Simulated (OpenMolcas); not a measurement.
**Eu²⁺ among point charges: CASSCF levels and susceptibility**

Aim: the splitting of the states of Eu²⁺ in the field of 6 point charges, its lowest levels with spin-orbit coupling and its magnetic susceptibility.

Program: OpenMolcas 26.06. Level of theory: state-averaged CASSCF, spin-orbit coupling by RASSI with atomic mean-field integrals. These are calculated values, not measurements, unless marked.

**1. The atom as given**

* Species: Eu²⁺ (europium, Z = 63, 61 electrons)
* Basis: ANO-RCC-VDZP [7s6p4d2f1g], 68 functions
* Scalar Hamiltonian: DKH2, point nucleus
* Inactive shells: 1s 2s 2p 3s 3p 3d 4s 4p 4d 5s 5p
* Active space: 7 electrons in 7 orbitals (4f)
* Some configurations of this space: 4f7
* Orbitals: optimised for the highest spin of each parity, averaged over all roots

Outer shells as boxes (Hund's rule):

4f7
```
4f [↑ ][↑ ][↑ ][↑ ][↑ ][↑ ][↑ ]
```

The ion sits among 6 point charges of -1 e arranged as an octahedron (Oh), 2.53 Å from the ion.

Each step is its own input file, run in one work folder so that later steps find the files of earlier ones. Labels, J, g values, rates, χT and fits are worked out afterwards by a script from the matrices that RASSI stores. The input lists half of the charges; inversion (Group=XYZ) makes the rest.

**2. One- and two-electron integrals**

File a.inp:

```
&GATEWAY
Coord
1

Eu 0.0 0.0 0.0
Basis=ANO-RCC-VDZP
Group=XYZ
NoMove
AngMom=0.0 0.0 0.0
AMFI
XField
3 Angstrom 0
2.530000 0.000000 0.000000 -1.000000
0.000000 2.530000 0.000000 -1.000000
0.000000 0.000000 2.530000 -1.000000
&SEWARD
```

Run with:

```console
$ OMP_NUM_THREADS=1 MOLCAS_MEM=2252 MOLCAS_PROJECT=a pymolcas a.inp > a.log
```

**3. CASSCF: octets of odd parity, 1 root**

File a.inp:

```
&RASSCF
FileOrb=start.orb
Symmetry=2
Spin=8
nActEl=7 0 0
Inactive=15 12
Ras2=0 7
CIRoot=1 1 1
SDav=1
CIMx=300
Iter=120 100
PrWF=0.3
OrbListing=Nothing
MaxOrb=0
>>> COPY $Project.JobIph JOB001
```

start.orb holds the contracted functions of the basis, ordered by shell, or the orbitals of the step before.

**4. Reference wave functions, sextets of odd parity, 48 roots**

File a.inp:

```
&RASSCF
FileOrb=start.orb
Symmetry=2
Spin=6
nActEl=7 0 0
Inactive=15 12
Ras2=0 7
CIRoot=48 48 1
SDav=48
CIMx=300
Iter=120 100
PrWF=0.3
OrbListing=Nothing
MaxOrb=0
CIOnly
>>> COPY $Project.JobIph JOB002
```

**5. State interaction with spin-orbit coupling**

File a.inp:

```
&RASSI
NrOfJobIphs=2 1 21
1
1 2 3 4 5 6 7 8 9 10 11 12 13 14 15 16 17 18 19 20 21
IphNames
JOB001
JOB002
EJob
SpinOrbit
DIPRint=1.0
SOCoupling=1000.0
Subsets=2
Property=9
'ANGMOM' 1 'ANGMOM' 2 'ANGMOM' 3 'MLTPL  1' 1 'MLTPL  1' 2 'MLTPL  1' 3
'AMFI' 1 'AMFI' 2 'AMFI' 3
SOProperty=3
'ANGMOM' 1 'ANGMOM' 2 'ANGMOM' 3
```

What does the calculation give? Wanted: spin-free ground state; lowest level; next level.

**Answer**, as computed:

| quantity | value |
| --- | --- |
| method | CASSCF |
| spin-free ground state | 8A1, 1-fold in its orbital part |
| lowest level | 8-fold |
| next level | 37050.6 cm⁻¹ |
| χT at 300 K | 7.86 cm³ K/mol |
| effective moment at 300 K | 7.93 μB |

What this shows: The spin-free ground state (8A1) comes to 100 % from free-ion S terms and keeps the highest spin of the shell. The sextets rest on orbitals optimised for another spin in at least one step, which raises them against the optimised states. Not all states of the active space went into the spin-orbit step. Terms of lower spin are left out of the spin-orbit mixing, so the small splitting that they give the half-filled shell's ground term is missing or unsound. High states of lower spin are left out of the spin-orbit mixing, and CASSCF puts spin-flip levels too high. This is an electrostatic model: the charges have no orbitals.
